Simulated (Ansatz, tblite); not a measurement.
# (HInSe)4 cubane (In4H4Se4): spin-state energies by level

Is the singlet the ground state of (HInSe)4 cubane (In4H4Se4)? Other spin states are computed and compared level by level.

Computed with Ansatz 0.2.0, Gaussian basis. Level: level and basis change from run to run.

Plan: triplet, at the geometry of the singlet (GFN1-xTB, GFN2-xTB, PBE0-D4/def2-TZVP, PBE-D4/def2-TZVP, r2SCAN-D4/def2-TZVP); the singlet's energies come from earlier runs.

## 1. The geometry

The singlet was relaxed beforehand with PBE-D4/def2-SVP.

12 atoms, charge 0, spin multiplicity 1.

Bond lengths: In1–H2 1.729 Å, In1–Se3 2.703 Å, In1–Se6 2.703 Å, In1–Se9 2.703 Å, Se3–In4 2.703 Å, Se3–In10 2.703 Å, In4–H5 1.729 Å, In4–Se6 2.703 Å, In4–Se12 2.704 Å, Se6–In7 2.703 Å, In7–H8 1.729 Å, In7–Se9 2.703 Å, In7–Se12 2.703 Å, Se9–In10 2.703 Å, In10–H11 1.729 Å, In10–Se12 2.703 Å. Angles: H2–In1–Se3 120.2°, H2–In1–Se6 120.1°, H2–In1–Se9 120.2°, Se3–In1–Se6 97.0°, Se3–In1–Se9 97.0°, Se6–In1–Se9 97.0°, In1–Se3–In4 82.6°, In1–Se3–In10 82.6°, In4–Se3–In10 82.6°, Se3–In4–H5 120.2°, Se3–In4–Se6 97.0°, Se3–In4–Se12 97.0°, H5–In4–Se6 120.2°, H5–In4–Se12 120.1°, Se6–In4–Se12 97.0°, In1–Se6–In4 82.6°, In1–Se6–In7 82.6°, In4–Se6–In7 82.6° and more.

In takes a core potential in the def2 sets. No spin-orbit coupling is included.

## 2. Triplet at the fixed geometry, GFN1-xTB

Tight binding, by tblite at 300 K electronic temperature and without a spin-polarisation term:

```python
tblite.interface.Calculator('GFN1-xTB', numbers, positions, charge=0, uhf=2).singlepoint()
```

Energy -593.4622 eV; 0.026 s.

## 3. Triplet at the fixed geometry, GFN2-xTB

Tight binding, by tblite at 300 K electronic temperature and without a spin-polarisation term:

```python
tblite.interface.Calculator('GFN2-xTB', numbers, positions, charge=0, uhf=2).singlepoint()
```

Energy -537.2671 eV; 0.025 s.

## 4. Triplet at the fixed geometry, PBE0-D4/def2-TZVP

File in.yaml:

```yaml
crystal:
  periodic: [false, false, false]
  atoms:
    - {symbol: In, position_ang: [-0.415671, 0.611910, 2.055286]}
    - {symbol: H, position_ang: [-0.745075, 1.095573, 3.682212]}
    - {symbol: Se, position_ang: [1.198352, 2.113527, 0.491519]}
    - {symbol: In, position_ang: [2.148388, -0.306191, -0.248530]}
    - {symbol: H, position_ang: [3.848617, -0.548627, -0.447906]}
    - {symbol: Se, position_ang: [0.769089, -1.766632, 1.559510]}
    - {symbol: In, position_ang: [-1.055878, -1.862529, -0.432292]}
    - {symbol: H, position_ang: [-1.892324, -3.337008, -0.772253]}
    - {symbol: Se, position_ang: [-2.438087, 0.348150, 0.281372]}
    - {symbol: In, position_ang: [-0.676803, 1.556790, -1.374499]}
    - {symbol: H, position_ang: [-1.211187, 2.790149, -2.461962]}
    - {symbol: Se, position_ang: [0.470578, -0.695111, -2.332457]}
basis:
  gaussian: {orbitals: def2-TZVP, fitting: {mean_field: def2-universal-jkfit}}
magnetization: {spin_polarized: true, initial_magnetization: 2}
hamiltonian: {xc: pbe0, dispersion: d4}
scf: {omitted_lower_state_checks: [starts]}
output: {orbitals: {seedname: orbitals}}
```

Launch:

```sh
ansatz run in.yaml --threads 2 --pin off --events-out ev --progress --plain --max-ram 32768MiB --backend cuda --devices 0, --max-vram 18GiB
```

The program printed:

```text
Functional definition: PBE0
  name "PBE0"
  cite "Adamo & Barone, J. Chem. Phys. 110, 6158 (1999) doi:10.1063/1.478522"
  cite "Perdew, Burke & Ernzerhof, Phys. Rev. Lett. 77, 3865 (1996) doi:10.1103/PhysRevLett.77.3865"
  parent pbe
  parameter a = 0.25
  parameter kappa = 0.804
  parameter beta = 0.06672455060314922
  exchange = (1 - a)*pbe_x(kappa = kappa, mu = beta*pi^2/3) + a*exact_x
  correlation = pbe_c(beta = beta)
these checks for a lower state are left out or cut short: starts
2008 factors; integrals over basis functions are off by at most 6.1e-1 eV
mean field evaluation 1: about -282131.7428 eV, gradient 2.2e1 eV
mean field evaluation 2: about -282131.6185 eV, gradient 2.3e1 eV
mean field evaluation 4: about -282133.9187 eV, gradient 5.9e0 eV
mean field evaluation 8: about -282134.1869 eV, gradient 4.1e-1 eV
mean field evaluation 16: about -282134.5464 eV, gradient 7.0e-2 eV
mean field evaluation 32: about -282134.5464 eV, gradient 2.6e-5 eV
mean field -282134.54638827 eV, -10368.2533421050 hartree, gradient 6.8e-6 eV, S^2 2.009619; 0 other end points of the search recorded, 0 dependent functions left out
reference -282134.54645630 eV, -10368.2533446047 hartree; 113, 111 occupied and 303, 305 virtual orbitals, 2008 factors
Total energy: -282135.36415899 eV, -10368.2833946246 hartree
Checks for a lower state left out: starts
```

Wall time 18 s (1 × H100 (card shared with other runs) with 2 threads of AMD EPYC 7R13, shared host); peak host memory 0.96 GiB.

Report: HOMO -3.06 eV, LUMO -6.02 eV (over both spins; with the spin held, an empty level of the minority spin lies below the top filled one); ⟨S²⟩ 2.010 (pure: 2.00).

## 5. Triplet at the fixed geometry, PBE-D4/def2-TZVP

start.molden holds the orbitals of an earlier run on this state, given as this run's starting guess.

in.yaml, as its differences from that of step 4:

```diff
@@ -16,5 +16,5 @@
 basis:
-  gaussian: {orbitals: def2-TZVP, fitting: {mean_field: def2-universal-jkfit}}
+  gaussian: {orbitals: def2-TZVP, fitting: {mean_field: def2-universal-jkfit}, initial_orbitals: start.molden}
 magnetization: {spin_polarized: true, initial_magnetization: 2}
-hamiltonian: {xc: pbe0, dispersion: d4}
+hamiltonian: {xc: pbe, dispersion: d4}
 scf: {omitted_lower_state_checks: [starts]}
```

Same command.

The program printed:

```text
Functional definition: PBE
  name "PBE"
  cite "Perdew, Burke & Ernzerhof, Phys. Rev. Lett. 77, 3865 (1996) doi:10.1103/PhysRevLett.77.3865"
  parent pbe
  parameter kappa = 0.804
  parameter beta = 0.06672455060314922
  exchange = pbe_x(kappa = kappa, mu = beta*pi^2/3)
  correlation = pbe_c(beta = beta)
these checks for a lower state are left out or cut short: starts
2008 factors; integrals over basis functions are off by at most 6.1e-1 eV
mean field evaluation 1: about -282126.1425 eV, gradient 1.3e1 eV
mean field evaluation 2: about -282126.4987 eV, gradient 5.1e-1 eV
mean field evaluation 4: about -282126.5108 eV, gradient 1.3e-1 eV
mean field evaluation 8: about -282126.5748 eV, gradient 6.5e-1 eV
mean field evaluation 16: about -282126.5786 eV, gradient 6.5e-5 eV
mean field -282126.57856641 eV, -10367.9605300522 hartree, gradient 1.6e-6 eV, S^2 2.002598; 0 other end points of the search recorded, 0 dependent functions left out
reference -282126.57866056 eV, -10367.9605335123 hartree; 113, 111 occupied and 303, 305 virtual orbitals, 2008 factors
Total energy: -282127.50118545 eV, -10367.9944356764 hartree
Checks for a lower state left out: starts
```

Run time: 12 s. Hardware: 1 × H100 (card shared with other runs) with 2 threads of AMD EPYC 7R13, shared host; peak host memory 0.92 GiB.

Report: HOMO -2.65 eV, LUMO -6.31 eV (over both spins; with the spin held, an empty level of the minority spin lies below the top filled one); ⟨S²⟩ 2.003 (pure: 2.00).

## 6. Triplet at the fixed geometry, r2SCAN-D4/def2-TZVP

in.yaml, as its differences from that of step 5:

```diff
@@ -18,3 +18,3 @@
 magnetization: {spin_polarized: true, initial_magnetization: 2}
-hamiltonian: {xc: pbe, dispersion: d4}
+hamiltonian: {xc: r2scan, dispersion: d4}
 scf: {omitted_lower_state_checks: [starts]}
```

The command is unchanged.

The program printed (excerpt; [...] marks lines left out):

```text
Functional definition: r2SCAN
  name "r2SCAN"
  cite "Furness, Kaplan, Ning, Perdew & Sun, J. Phys. Chem. Lett. 11, 8208 (2020) doi:10.1021/acs.jpclett.0c02405"
  cite "Furness, Kaplan, Ning, Perdew & Sun, J. Phys. Chem. Lett. 11, 9248 (2020) doi:10.1021/acs.jpclett.0c03077"
  parent r2scan
[...]
2008 factors; integrals over basis functions are off by at most 6.1e-1 eV
[...]
mean field -282172.45262770 eV, -10369.6463707101 hartree, gradient 5.6e-6 eV, S^2 2.009525; 0 other end points of the search recorded, 0 dependent functions left out
reference -282172.45267065 eV, -10369.6463722885 hartree; 113, 111 occupied and 303, 305 virtual orbitals, 2008 factors
Total energy: -282172.64915753 eV, -10369.6535930480 hartree
Checks for a lower state left out: starts
```

It took 17 s on 1 × H100 (card shared with other runs) with 2 threads of AMD EPYC 7R13, shared host; peak host memory 1.1 GiB.

From the report: HOMO -2.61 eV, LUMO -6.45 eV (over both spins; with the spin held, an empty level of the minority spin lies below the top filled one); ⟨S²⟩ 2.010 (pure: 2.00).

## 7. Triplet less singlet, vertical

The singlet's energies are those of its earlier runs, whose logs aren't repeated here.

```
              level  triplet less singlet, vertical (eV)     time
           GFN1-xTB                               +3.813  0.049 s
           GFN2-xTB                               +2.815  0.046 s
   PBE-D4/def2-TZVP                               +3.734     15 s
r2SCAN-D4/def2-TZVP                               +4.067     20 s
  PBE0-D4/def2-TZVP                               +4.294     27 s
```

Times add the two runs; a level without a time comes out of a correlated run. Tight binding without a spin term can't rank spin states.

## 8. Results

| quantity | value |
| --- | --- |
| triplet less singlet, vertical, functionals in def2-TZVP | +3.734 (PBE-D4) to +4.294 eV (PBE0-D4) |

All functionals put the triplet above the singlet, over a spread of 0.560 eV. The checks for a lower triplet were left out, so another state of that spin may lie lower. These are electronic energies, without zero-point motion, entropy or surroundings.
